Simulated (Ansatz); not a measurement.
**C2H3FGe: how energies converge with the basis set**

How large a basis does C2H3FGe need? Two functionals are run in growing sets.

The runs use Ansatz 0.2.0, Gaussian basis; one geometry, several basis sets.

Plan: PBE0-D4/def2-SVP; ωB97M-V/def2-SVP; PBE0-D4/def2-QZVPP; ωB97M-V/def2-QZVPP; the functionals' def2-TZVPP values are taken from earlier runs.

## (1) The relaxed structure

The geometry comes from an earlier relaxation with PBE0-D4 in a triple-zeta def2 set; it is a stationary point, not always the lowest conformer.

7 atoms, charge 0, spin multiplicity 1.

Atoms are counted from 1 here; the program's logs count them from 0.

Bond lengths: F1–C2 1.321 Å, C2–C3 1.316 Å, C2–Ge4 1.894 Å, C3–Ge4 1.936 Å, C3–H5 1.082 Å, Ge4–H6 1.533 Å, Ge4–H7 1.533 Å. Angles: F1–C2–C3 135.4°, F1–C2–Ge4 153.0°, C3–C2–Ge4 71.7°, C2–C3–Ge4 68.2°, C2–C3–H5 139.9°, Ge4–C3–H5 151.9°, C2–Ge4–C3 40.2°, C2–Ge4–H6 121.0°, C2–Ge4–H7 121.0°, C3–Ge4–H6 120.4°, C3–Ge4–H7 120.4°, H6–Ge4–H7 114.1°.

Geometry (Å):

```xyz
7
charge 0, multiplicity 1
F    -0.6154   -2.1574    0.5589
C    -0.1915   -0.9463    0.2436
C     0.9835   -0.3627    0.1399
Ge   -0.4642    0.8559   -0.2704
H     2.0344   -0.5910    0.2555
H    -0.9042    1.9105    0.7513
H    -0.7813    1.2230   -1.7245
```

## (2) PBE0-D4 in def2-SVP

The input, in.yaml:

```yaml
crystal:
  periodic: [false, false, false]
  atoms:
    - {symbol: F, position_ang: [-0.615421, -2.157431, 0.558927]}
    - {symbol: C, position_ang: [-0.191465, -0.946253, 0.243620]}
    - {symbol: C, position_ang: [0.983496, -0.362683, 0.139894]}
    - {symbol: Ge, position_ang: [-0.464185, 0.855934, -0.270406]}
    - {symbol: H, position_ang: [2.034383, -0.590955, 0.255466]}
    - {symbol: H, position_ang: [-0.904218, 1.910526, 0.751318]}
    - {symbol: H, position_ang: [-0.781291, 1.222963, -1.724519]}
basis:
  gaussian: {orbitals: def2-SVP}
hamiltonian: {xc: pbe0, dispersion: d4}
output: {orbitals: {seedname: orbitals}}
```

Started as:

```bash
ansatz run in.yaml --threads 2 --pin off --events-out ev --progress --plain --max-ram 4352MiB
```

Further steps of the session: ωB97M-V in def2-SVP; PBE0-D4 in def2-QZVPP; ωB97M-V in def2-QZVPP.

**Question.** What will the summary of the whole plan be? Wanted: PBE0-D4: double and triple zeta above quadruple; ωB97M-V: double and triple zeta above quadruple.

As calculated:

```
                                       quantity           value
PBE0-D4: double and triple zeta above quadruple  14.25, 1.48 eV
ωB97M-V: double and triple zeta above quadruple  14.34, 1.43 eV
```

**Reading.** For PBE0-D4 the step from double to triple zeta gains 12.77 eV and the next only 1.48 eV. Total energies overstate the basis error of differences, where much of it tends to cancel. The LUMO of ωB97M-V is positive and keeps falling with the basis (1.84 to 1.12 eV): an unbound level that the basis holds in place.
